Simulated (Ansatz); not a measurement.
# TaO2: the cost of one run

Program: Ansatz 0.2.0. Level of theory: DFT PBEsol, scalar-relativistic, plane waves, PAW. These are calculated values, not measurements.

71 further runs of the same task are left out: 71 set aside as unsound or not needed.

### Step 1. The system as given

The structure is tetragonal, space group P4_2/mnm (No. 136). Conventional cell: a = 4.950 Å, b = 4.950 Å, c = 2.850 Å, α = 90.00°, β = 90.00°, γ = 90.00°. Around Ta (site symmetry mmm) lie 6 O at 2.01 to 2.06 Å. Around O (site symmetry m2m) lie 3 Ta at 2.01 to 2.06 Å.

Coordinates:

```
Ta O
1.0
     4.94993    0.00000    0.00000
     0.00000    4.94993    0.00000
     0.00000    0.00000    2.84987
Ta O
2 4
Direct
  0.00000 0.00000 0.50000
  0.50000 0.50000 0.00000
  0.71348 0.28652 0.50000
  0.28652 0.71348 0.50000
  0.21348 0.21348 0.00000
  0.78652 0.78652 0.00000
```

It goes back to an entry of the Materials Project, which need not be the stable form.

This cell was relaxed beforehand with the same method: volume 11.64 Å³/atom, gap on the mesh none (metal).

### Step 2. What is varied

The energy is mapped over volume and the cell's shape.

- volume per atom: 11 values from 10.707 to 12.569 Å³
- c/a of the conventional cell: 11 values from 0.510 to 0.649

Nothing else is relaxed (fractional coordinates fixed). Energies count from the relaxed crystal. Points are written as (first, second).

### Step 3. Grid point (12.569 Å³, 0.510)

input.yaml reads:

```yaml
crystal:
  lattice:
    - [5.2869938201, 0.0, 0.0]
    - [0.0, 5.2869938201, 0.0]
    - [0.0, 0.0, 2.6979529464]
  atoms:
    - { symbol: Ta, position: [0.0, 0.0, 0.5] }
    - { symbol: Ta, position: [0.5, 0.5, 0.0] }
    - { symbol: O, position: [0.7134820449, 0.2865179551, 0.5] }
    - { symbol: O, position: [0.2865179551, 0.7134820449, 0.5] }
    - { symbol: O, position: [0.2134820449, 0.2134820449, 0.0] }
    - { symbol: O, position: [0.7865179551, 0.7865179551, 0.0] }
basis:
  ecutwfc: 520.0
kpoints:
  mp_grid: { grid: [10, 10, 16] }
hamiltonian:
  xc: pbesol
  pseudopotentials: { kind: paw, azcp: { folder: soft_1 } }
scf:
  occupations: { method: gaussian, width: 0.15 }
output:
  forces: true
  stress: true
  eigenvalues: true
```

The run is started by

```console
$ ansatz run input.yaml --threads 4 --pin off --max-ram 8192MiB --backend cpu --events-out ev --progress --plain --runs-dir out
```

Q: Estimate wall time and peak memory on 4 threads of Arm Neoverse V2, shared host.

About 7.8 s, with a peak of 0.68 GiB.
